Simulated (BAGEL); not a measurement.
# C2H4NSi− (SMILES N#CC[SiH2-]): HF/cc-pVDZ (density fitting with qzvpp-jkfit)

What is the vertical ionisation energy of C2H4NSi− at HF/cc-pVDZ (density fitting with qzvpp-jkfit)? 

The calculation is run with BAGEL 1.2.2.

6 further runs of the same task are left out: 2 that didn't finish, 4 set aside as unsound or not needed.

**1. The system as given**

The species is C2H4NSi− (8 atoms), meant as a singlet with charge -1. As SMILES, `N#CC[SiH2-]`. Geometry: relaxed at GFN2-xTB. This is one conformer, not always the lowest.

Bond lengths: N1–C2 1.155 Å, C2–C3 1.400 Å, C3–Si4 1.969 Å, C3–H5 1.096 Å, C3–H6 1.093 Å, Si4–H7 1.496 Å, Si4–H8 1.485 Å. Angles: N1–C2–C3 177.3°, C2–C3–Si4 110.9°, C2–C3–H5 109.2°, C2–C3–H6 110.2°, Si4–C3–H5 110.5°, Si4–C3–H6 107.1°, C3–Si4–H7 96.6°, C3–Si4–H8 99.6°, H5–C3–H6 108.8°, H7–Si4–H8 100.2°.

**2. The energy at HF/cc-pVDZ (density fitting with qzvpp-jkfit)**

File input.json:

```json
{ "bagel": [

{
  "title": "molecule",
  "basis": "cc-pvdz.json",
  "df_basis": "qzvpp-jkfit",
  "angstrom": true,
  "geometry": [
    { "atom": "N", "xyz": [       1.074570,       0.084650,       2.358550 ] },
    { "atom": "C", "xyz": [       0.692590,       0.336440,       1.297840 ] },
    { "atom": "C", "xyz": [       0.204010,       0.579900,       0.008390 ] },
    { "atom": "Si", "xyz": [      -1.177800,      -0.735930,      -0.478240 ] },
    { "atom": "H", "xyz": [       1.035420,       0.546420,      -0.705230 ] },
    { "atom": "H", "xyz": [      -0.261840,       1.567640,      -0.038230 ] },
    { "atom": "H", "xyz": [      -1.218640,      -0.411890,      -1.937980 ] },
    { "atom": "H", "xyz": [      -0.348310,      -1.967210,      -0.505100 ] }
  ]
},

{
  "title": "hf",
  "charge": -1
},

{
  "title": "print",
  "file": "orbitals.molden",
  "orbitals": true
}

]}
```

The basis set cc-pVDZ is read from a file made from the Basis Set Exchange's data (not shown).

The run is started by

```
BAGEL_NUM_THREADS=1 BAGEL input.json > input.out
```

What it wrote:

```text
* using 1 threads per process

  ===============================================================
  ===============================================================

  *** Geometry ***

  { "atom" : "N", "xyz" : [      2.030643,      0.159965,      4.457014 ] },
  { "atom" : "C", "xyz" : [      1.308805,      0.635779,      2.452562 ] },
  { "atom" : "C", "xyz" : [      0.385523,      1.095852,      0.015855 ] },
  { "atom" : "Si", "xyz" : [     -2.225719,     -1.390706,     -0.903743 ] },
  { "atom" : "H", "xyz" : [      1.956660,      1.032584,     -1.332692 ] },
  { "atom" : "H", "xyz" : [     -0.494806,      2.962410,     -0.072244 ] },
  { "atom" : "H", "xyz" : [     -2.302896,     -0.778359,     -3.662251 ] },
  { "atom" : "H", "xyz" : [     -0.658211,     -3.717488,     -0.954501 ] },

  Number of auxiliary basis functions:      427

  Since a DF basis is specified, we compute 2- and 3-index integrals:
    o Being stored without compression. Storage requirement is 0.022 GB

  Number of basis functions:       80
  Number of electrons      :       37

    * METHOD: MOLECULE                             0.18

  *** RHF ***

  === Nuclear Repulsion ===
   128.2816932792

      * DIIS with orbital gradients will be used.

  === RHF iteration (cc-pvdz.json) ===
      0       -421.23365622          0.01519551           0.04
      1       -421.36705217          0.01055752           0.04
      2       -421.41982539          0.00257242           0.04
      3       -421.42366814          0.00105701           0.04
      4       -421.42436842          0.00015175           0.04
      5       -421.42439821          0.00005753           0.04
      6       -421.42440273          0.00002511           0.04
      7       -421.42440359          0.00000884           0.04
      8       -421.42440370          0.00000568           0.04
      9       -421.42440374          0.00000271           0.04
     10       -421.42440376          0.00000101           0.04
     11       -421.42440376          0.00000035           0.04
     12       -421.42440376          0.00000010           0.04
     13       -421.42440376          0.00000005           0.04
     14       -421.42440376          0.00000002           0.04
     15       -421.42440376          0.00000001           0.04
     16       -421.42440376          0.00000000           0.04
    * SCF iteration converged.

    * Permanent dipole moment:
           (   -1.090145,    -1.144525,     0.301451) a.u.

    * METHOD: HF                                   0.84

    * METHOD: PRINT                                0.02

  ===============================================================
```

Wall time 1.2 s (1 thread of Arm Neoverse V1, shared host); peak memory 0.1 GiB.

**3. Doublet neutral C2H4NSi, same level**

File calc.json:

```json
{ "bagel": [

{
  "title": "molecule",
  "basis": "cc-pvdz.json",
  "df_basis": "qzvpp-jkfit",
  "angstrom": "true",
  "geometry": [
    { "atom": "N", "xyz": [       1.074570,       0.084650,       2.358550 ] },
    { "atom": "C", "xyz": [       0.692590,       0.336440,       1.297840 ] },
    { "atom": "C", "xyz": [       0.204010,       0.579900,       0.008390 ] },
    { "atom": "Si", "xyz": [      -1.177800,      -0.735930,      -0.478240 ] },
    { "atom": "H", "xyz": [       1.035420,       0.546420,      -0.705230 ] },
    { "atom": "H", "xyz": [      -0.261840,       1.567640,      -0.038230 ] },
    { "atom": "H", "xyz": [      -1.218640,      -0.411890,      -1.937980 ] },
    { "atom": "H", "xyz": [      -0.348310,      -1.967210,      -0.505100 ] }
  ]
},

{ "title": "uhf", "charge": 0, "nopen": 1 },

{ "title": "print", "file": "orbitals.molden", "orbitals": "true" }

]}
```

The basis set cc-pVDZ is read from a file made from the Basis Set Exchange's data (not shown).

The run is started by

```
BAGEL_NUM_THREADS=1 BAGEL calc.json > calc.out
```

What it wrote:

```text
* using 1 threads per process

  ===============================================================
  ===============================================================

  *** Geometry ***

  { "atom" : "N", "xyz" : [      2.030643,      0.159965,      4.457014 ] },
  { "atom" : "C", "xyz" : [      1.308805,      0.635779,      2.452562 ] },
  { "atom" : "C", "xyz" : [      0.385523,      1.095852,      0.015855 ] },
  { "atom" : "Si", "xyz" : [     -2.225719,     -1.390706,     -0.903743 ] },
  { "atom" : "H", "xyz" : [      1.956660,      1.032584,     -1.332692 ] },
  { "atom" : "H", "xyz" : [     -0.494806,      2.962410,     -0.072244 ] },
  { "atom" : "H", "xyz" : [     -2.302896,     -0.778359,     -3.662251 ] },
  { "atom" : "H", "xyz" : [     -0.658211,     -3.717488,     -0.954501 ] },

  Number of auxiliary basis functions:      427

  Since a DF basis is specified, we compute 2- and 3-index integrals:
    o Being stored without compression. Storage requirement is 0.022 GB

  Number of basis functions:       80
  Number of electrons      :       37

    * METHOD: MOLECULE                             0.18

  *** Open-shell HF ***

  === Nuclear Repulsion ===
   128.2816932792

      * DIIS with orbital gradients will be used.

  === UHF iteration (cc-pvdz.json) ===
      0       -421.20035938          0.02892815           0.09
      1       -421.31679819          0.02449026           0.09
      2       -421.33658340          0.02115927           0.09
      3       -421.39315518          0.00202957           0.09
      4       -421.39405380          0.00069472           0.09
      5       -421.39419569          0.00017007           0.08
      6       -421.39421629          0.00006808           0.08
      7       -421.39422198          0.00002990           0.08
      8       -421.39422392          0.00001600           0.09
      9       -421.39422483          0.00000862           0.08
     10       -421.39422500          0.00000317           0.08
     11       -421.39422513          0.00000097           0.08
     12       -421.39422518          0.00000056           0.08
     13       -421.39422522          0.00000032           0.08
     14       -421.39422526          0.00000023           0.09
     15       -421.39422530          0.00000020           0.09
     16       -421.39422534          0.00000016           0.09
     17       -421.39422538          0.00000013           0.09
     18       -421.39422542          0.00000010           0.09
     19       -421.39422546          0.00000006           0.09
     20       -421.39422548          0.00000003           0.09
     21       -421.39422549          0.00000002           0.08
     22       -421.39422549          0.00000001           0.08
     23       -421.39422549          0.00000001           0.08
     24       -421.39422549          0.00000001           0.08
    * SCF iteration converged.

    * S^2 (UHF) is 0.7530

    * Permanent dipole moment:
           (    0.896393,    -0.232436,     1.323478) a.u.

    * METHOD: UHF                                  2.28

    * METHOD: PRINT                                0.02

  ===============================================================
```

It took 2.6 s on 1 thread of Arm Neoverse V1, shared host; peak memory 0.1 GiB.

**4. Summary of results**

At HF/cc-pVDZ (density fitting with qzvpp-jkfit):

| quantity | value |
| --- | --- |
| singlet C2H4NSi−: total energy | -421.42440 Eh |
| singlet C2H4NSi−: HOMO energy | -1.83 eV |
| singlet C2H4NSi−: LUMO energy | 8.74 eV |
| singlet C2H4NSi−: HOMO–LUMO gap (to an unbound level, set by the basis) | 10.58 eV |
| doublet neutral C2H4NSi: total energy | -421.39423 Eh |
| doublet neutral C2H4NSi: dipole moment | 4.11 D |
| doublet neutral C2H4NSi: ⟨S²⟩ | 0.753 |
| vertical detachment energy (to the doublet neutral) | 0.821 eV |

The vertical ionisation energy comes to 0.82 eV (18.9 kcal/mol). The negative HOMO energy of the first species, 1.83 eV, lies 1.01 eV above that difference.
